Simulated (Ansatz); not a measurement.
# MoCl₂F₄: basis-set convergence

One table from this session's results is given with a row withheld; the runs are named, their logs left out.

Program: Ansatz 0.2.0, Gaussian basis. Level of theory: one geometry, several basis sets. These are calculated values, not measurements.

The runs, in order: PBE0-D4/def2-SVP; ωB97M-V/def2-SVP; PBE0-D4/def2-QZVPP; ωB97M-V/def2-QZVPP; the functionals' def2-TZVPP values are taken from earlier runs.

1 further run of the same task is left out (for a known fault of the program). Runs told in other sessions of the task aren't counted.

### The geometry

The geometry comes from an earlier relaxation with PBE0-D4 in a triple-zeta def2 set; it is a stationary point, not always the lowest conformer. Mo takes the def2 core potential; no spin-orbit term is included.

SMILES `[F][Mo]([F])([F])([F])([Cl])[Cl]`, 7 atoms, charge 0, spin multiplicity 1.

Atoms are counted from 1 here; the program's logs count them from 0.

Bond lengths: F1–Mo2 1.833 Å, Mo2–F3 1.824 Å, Mo2–F4 1.833 Å, Mo2–F5 1.824 Å, Mo2–Cl6 2.249 Å, Mo2–Cl7 2.249 Å. Angles: F1–Mo2–F3 88.8°, F1–Mo2–F4 86.8°, F1–Mo2–F5 88.8°, F1–Mo2–Cl6 89.9°, F1–Mo2–Cl7 176.8°, F3–Mo2–F4 88.8°, F3–Mo2–F5 176.7°, F3–Mo2–Cl6 91.1°, F3–Mo2–Cl7 91.1°, F4–Mo2–F5 88.8°, F4–Mo2–Cl6 176.8°, F4–Mo2–Cl7 89.9°, F5–Mo2–Cl6 91.1°, F5–Mo2–Cl7 91.1°, Cl6–Mo2–Cl7 93.3°.

Coordinates:

```mol
Cl2F4Mo
  3D, bonds by distance, orders not assigned

  7  6  0  0  0  0  0  0  0  0999 V2000
   -0.2237   -0.8131    1.6651 F   0  0
    0.0039   -0.0418    0.0178 Mo  0  0
   -1.7404   -0.4210   -0.3583 F   0  0
    0.4576   -1.7112   -0.5886 F   0  0
    1.7571    0.2413    0.4350 F   0  0
   -0.5694    1.9559    0.8775 Cl  0  0
    0.3150    0.7899   -2.0485 Cl  0  0
  1  2  8  0
  2  3  8  0
  2  4  8  0
  2  5  8  0
  2  6  8  0
  2  7  8  0
M  END
```

Set-up of the first run:

Contents of in.yaml:

```yaml
crystal:
  periodic: [false, false, false]
  atoms:
    - {symbol: F, position_ang: [-0.223694, -0.813088, 1.665135]}
    - {symbol: Mo, position_ang: [0.003871, -0.041784, 0.017820]}
    - {symbol: F, position_ang: [-1.740445, -0.421047, -0.358316]}
    - {symbol: F, position_ang: [0.457562, -1.711160, -0.588555]}
    - {symbol: F, position_ang: [1.757098, 0.241318, 0.434958]}
    - {symbol: Cl, position_ang: [-0.569424, 1.955856, 0.877462]}
    - {symbol: Cl, position_ang: [0.315023, 0.789905, -2.048504]}
basis:
  gaussian: {orbitals: def2-SVP}
hamiltonian: {xc: pbe0, dispersion: d4}
output: {orbitals: {seedname: orbitals}}
```

Started as:

```console
> ansatz run in.yaml --threads 4 --pin off --events-out ev --progress --plain --max-ram 11315MiB
```

Steps of the session up to this table: PBE0-D4 in def2-SVP; ωB97M-V in def2-SVP; PBE0-D4 in def2-QZVPP; ωB97M-V in def2-QZVPP.

One table of the session follows, with a row left open; its other results are not shown here.

It belongs to the step «Functionals by basis». 

| functional | basis | HOMO (eV) | LUMO (eV) |
| --- | --- | --- | --- |
| PBE0-D4 | def2-SVP | -10.13 | -6.01 |
| PBE0-D4 | def2-TZVPP | ? | ? |
| PBE0-D4 | def2-QZVPP | -9.99 | -5.80 |
| ωB97M-V | def2-SVP | -12.23 | -4.04 |
| ωB97M-V | def2-TZVPP | -12.15 | -3.89 |
| ωB97M-V | def2-QZVPP | -12.14 | -3.86 |

**Question.** Estimate the row for PBE0-D4, def2-TZVPP.

As computed: HOMO (eV): -10.02; LUMO (eV): -5.84. In the column «HOMO (eV)» it lies between PBE0-D4, def2-SVP (-10.13) and PBE0-D4, def2-QZVPP (-9.99).
